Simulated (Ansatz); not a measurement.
# What each level of theory costs: a 3×3×3 supercell of Si (Fd-3m), atoms displaced at random by about 0.04 Å along each cell vector, on Neoverse N1 cores, threads left to the program

Program: Ansatz 0.2.0. No other job shared the machine, and each run was timed once from launch to exit. Hardware: an Arm Neoverse N1 node (56 of its 64 cores, memory capped at 64 GiB); an Intel Xeon 6975P-C node (Granite Rapids, 96 cores, 192 hardware threads, 360 GiB); a node with eight NVIDIA H100 80GB cards and 96 AMD EPYC 7R13 cores; a node with four NVIDIA GB300 Max-Q cards and 144 Grace (Neoverse V2) cores; a node with four NVIDIA GB200 cards and 144 Grace (Neoverse V2) cores. Times and memory are rounded to two significant figures, and ratios are formed from the unrounded values. A row is a single run, so small differences between rows aren't established. System services beside the runs took up to 6 cores (rounded up). Runs with a thread on every core shared the cores with them. Precision is the program's default, which can work at lower precision in parts of a run. Card memory is the largest of readings taken every 0.4 s, so short peaks can be missed, and it isn't given for runs under about 3 s. It shows what a run took, which needn't be the least that it can run in: the program holds more work at once where threads and free memory allow.

The first rung is PBE.

Commands are shown without the flags for output files and display.

The folder soft_1 holds one of the program's own sets of PAW files, generated with PBE and used with every functional where the input names it.

```
atoms                                                              : 54
valence electrons                                                  : 216
cell volume                                                        : 1089 Å³
cutoff (chosen by the program)                                     : 420 eV
k mesh                                                             : 2×2×2
k points solved                                                    : 8
symmetry operations used (translations within a supercell counted) : 1
plane waves at Γ                                                   : 21331
dense FFT grid                                                     : 80×80×80
bands at the start                                                 : 162
spin                                                               : none
first density                                                      : superposed atoms
```

The input file:

```yaml
crystal:
  lattice:
    - [0.000000, 8.165553, 8.165553]
    - [8.165553, 0.000000, 8.165553]
    - [8.165553, 8.165553, 0.000000]
  atoms:
    - { symbol: Si, position: [0.083661, 0.087663, 0.080107] }
    - { symbol: Si, position: [0.003437, -0.000898, -0.000906] }
    - { symbol: Si, position: [0.089914, 0.083879, 0.416518] }
    # ... 50 more atoms, left out here ...
    - { symbol: Si, position: [0.670961, 0.669511, 0.664156] }
kpoints:
  mp_grid: { grid: [2, 2, 2] }
hamiltonian:
  xc: pbe
  pseudopotentials: { azcp: { folder: soft_1 } }
scf:
  occupations: { method: fixed }
output: { forces: true, stress: true }
```

Command for every rung:

```bash
taskset -c 8-63 ansatz run input.yaml --backend cpu --max-ram 64GiB
```

Lines that stand in the other rungs' inputs in place of, or beside, those above:

```yaml
# r2SCAN
hamiltonian:
  xc: r2scan
# PBE with spin-orbit coupling
hamiltonian:
  pseudopotentials: { kind: paw_fr, azcp: { folder: soft_1 } }
magnetization: { noncollinear: true, spin_orbit: true }
output: { eigenvalues: true }
# PBE, all-electron LAPW
hamiltonian:
  pseudopotentials: { kind: all_electron, lapw: {} }
# HSE06
hamiltonian:
  xc: hse06
# PBE0
hamiltonian:
  xc: pbe0
```

| level | wall time | against PBE | SCF clock | outside it | outputs asked | electrons in bands | bands at the start | cutoff (eV) | dense FFT grid | XC grid (× dense grid) | k points | SCF iterations | residual at close (eV) | eigensolver | threads | host memory (GiB) | remarks |
| --- | --- | --- | --- | --- | --- | --- | --- | --- | --- | --- | --- | --- | --- | --- | --- | --- | --- |
| PBE | 4.3 s | 1.0 | 3.9 s | 0.41 s | forces, stress | 216 | 162 | 420 | 80×80×80 | 8 | 8 | 7 | 4e-7 | band CG | 56 | 6.6 | bands 162→136 |
| r2SCAN | 11 s | 2.5 | 10 s | 0.58 s | forces, stress | 216 | 162 | 500 | 90×90×90 | 64 | 8 | 7 | 4e-7 | band CG | 56 | 11 | bands 162→136 |
| PBE with spin-orbit coupling | 50 s | 12 | 49 s | 0.94 s | eigenvalues | 216 | 324 | 420 | 80×80×80 | 1 | 8 | 8 | 2e-8 | band CG | 56 | 28 |  |
| PBE0 | 100 s | 24 | 99 s | 2.1 s | forces, stress | 216 | 162 | 420 | 80×80×80 | 8 | 8 | 21 |  | Davidson | 56 | 11 | band table 16 s; SCF threshold loose for stress (1e-7 against 1.6e-9 eV); exchange threshold loose for stress (1e-6 against 1.6e-7 eV); exchange on 40×40×40 points |
| HSE06 | 100 s | 24 | 99 s | 2.2 s | forces, stress | 216 | 162 | 420 | 80×80×80 | 8 | 8 | 22 |  | Davidson | 56 | 11 | band table 16 s; SCF threshold loose for stress (1e-7 against 1.6e-9 eV); exchange threshold loose for stress (1e-6 against 1.6e-7 eV); exchange on 40×40×40 points |

The SCF clock is the program's own. It runs from the start of the first SCF loop to the final result and holds forces, stress, later SCFs and response steps. Outside it lie start-up, exit and the set-up ahead of the first loop, which depends on the cell and the method.

SCF iterations are those that the program logged, summed over all steps and exchange cycles of a run; an SCF made in search of a lower state can go uncounted. A hybrid's count includes the PBE SCF that it starts from. LAPW's cutoff and plane waves are those at the start; the program can enlarge the basis.

«slots a→b»: to fit the memory the program cut the eigensolver solves (one k point and spin each) that it holds at once from a to b, which trades time for memory. «SCF threshold loose for stress (a against b)»: the program warns that its threshold a on the density residual is looser than the b that it advises where a stress is wanted. The warning is on the threshold set and not on the residual reached, which can lie below it; a run set to the advised value can need more iterations. «exchange threshold loose for stress (a against b)»: the same warning for the energy threshold of a hybrid's exchange loop, again on the value set and not on the value reached. «bands a→b»: once the levels showed a gap the program dropped high empty bands and went on with b of the a at the start. «exchange on a×b×c points»: exact exchange forms its pair densities on this grid and not on the dense one, without the augmentation charges, which are treated apart. «closing search a s»: at the SCF's close the program searches for levels that the SCF missed, which took a s of the SCF clock (told where that is 15 % of it or more). «band table a s»: behind the SCF the program solved its bands further for a band table, asked for or not, which took a s of the SCF clock (told where that is 5 % of it or more). «card a of b GiB» or «host a of b GiB»: the run took three quarters or more of a card's memory (or the program reckoned to fill 85 % of what was free), or 60 % or more of the host memory that it had. The program fits its work to the free memory, so such a run may be limited by memory even where its log doesn't say so. Rows whose remarks tell of memory aren't like for like with rows without. Of long logs only the start and the end were kept, so a limit that memory set in between can be missed.

The machines don't compute alike at the default precision: the logs show emulated matrix products on GB200 and GB300, and some doubles held as pairs of floats on GB300.

The rungs don't all ask for the same outputs, so their times differ by more than the level of theory.

The program sets the grid for exchange-correlation by functional and task; the column gives its points per point of the dense FFT grid (LAPW has grids of its own).

The residual is the density residual (dr2) at which the first SCF closed; hybrids, which run several SCFs, have none listed. The eigensolver is the one reported for the main SCF.

At its default thresholds the program warns of the stress for hybrids alone, so a rung without the warning needn't be the more tightly converged one. The first rung closed at 4e-7 eV, above the 5.4e-9 eV that the program advises for its stress (1e-10 eV an atom; for hybrids it counts 16 atoms at most).

On cards the PAW terms of the exact-exchange stress are formed on the host, whole or in part, so cards needn't shorten that step.

The PAW files were made with PBE; for other functionals the program regenerates the frozen cores at set-up.

The same inputs on other machines (Xeon 6975P-C cores, threads left to the program: ansatz run input.yaml --backend cpu; 1 × H100: ansatz run input.yaml --backend cuda --devices 1; 1 × GB300: ansatz run input.yaml --backend cuda --devices 1; 1 × GB200: ansatz run input.yaml --backend cuda --devices 1). Wall time, with the SCF clock in brackets, then large parts of it, card memory and remarks (warnings on the input's settings that the first machine's log also gives are left out). A blank cell is a run that wasn't made, didn't finish or can't be compared:

```csv
level,Xeon 6975P-C cores,1 × H100,1 × GB300,1 × GB200
HSE06,33 s (32 s; band table 7.3 s),24 s (20 s; 71 GiB; stress 8.6 s; card 71 of 80 GiB; band table 2.6 s),29 s (25 s; 100 GiB; stress 6.7 s; band table 2.6 s),18 s (15 s; 100 GiB; stress 6.1 s; band table 1.6 s)
PBE,1.1 s (0.80 s),2.3 s (0.55 s),2.6 s (0.59 s),1.3 s (0.35 s)
PBE with spin-orbit coupling,9.1 s (8.7 s; closing search 1.5 s),3.4 s (1.9 s; 33 GiB),5.4 s (4.3 s; 35 GiB; closing search 2.6 s),2.3 s (1.2 s; closing search 0.20 s)
"PBE, all-electron LAPW",25 s (24 s),15 s (13 s; 39 GiB; card 39 of 80 GiB; slots 8→7),24 s (22 s; 66 GiB),12 s (10 s; 66 GiB)
PBE0,33 s (32 s; band table 7.4 s),23 s (20 s; 71 GiB; stress 8.6 s; card 71 of 80 GiB; band table 2.6 s),29 s (25 s; 100 GiB; stress 6.6 s; band table 2.6 s),19 s (15 s; 100 GiB; stress 6.3 s; band table 1.6 s)
r2SCAN,2.5 s (2.1 s),3.0 s (1.3 s; 15 GiB),2.8 s (1.7 s),1.9 s (0.79 s)
```

On some of these machines the first rung is short, so ratios to it would be rough.

The program's choice of threads differs by rung: 48 or 96 on 1 × H100, 72 or 144 on 1 × GB300, 72 or 144 on 1 × GB200.

Task: How long does PBE, all-electron LAPW take on Neoverse N1 cores, threads left to the program?

Result: 120 s, 28 times the first rung, at a cutoff of 310 eV at the start, in 7 SCF iterations against 7; peak host memory 21 GiB. Most of the added time is in the eigensolver (85 s against 2.8 s). It starts with 389 bands, against 162, for 648 electrons in bands against 216. Its dense FFT grid has 72×72×72 points, against 80×80×80 (0.73 times as many). Its eigensolver is Davidson, against band CG.
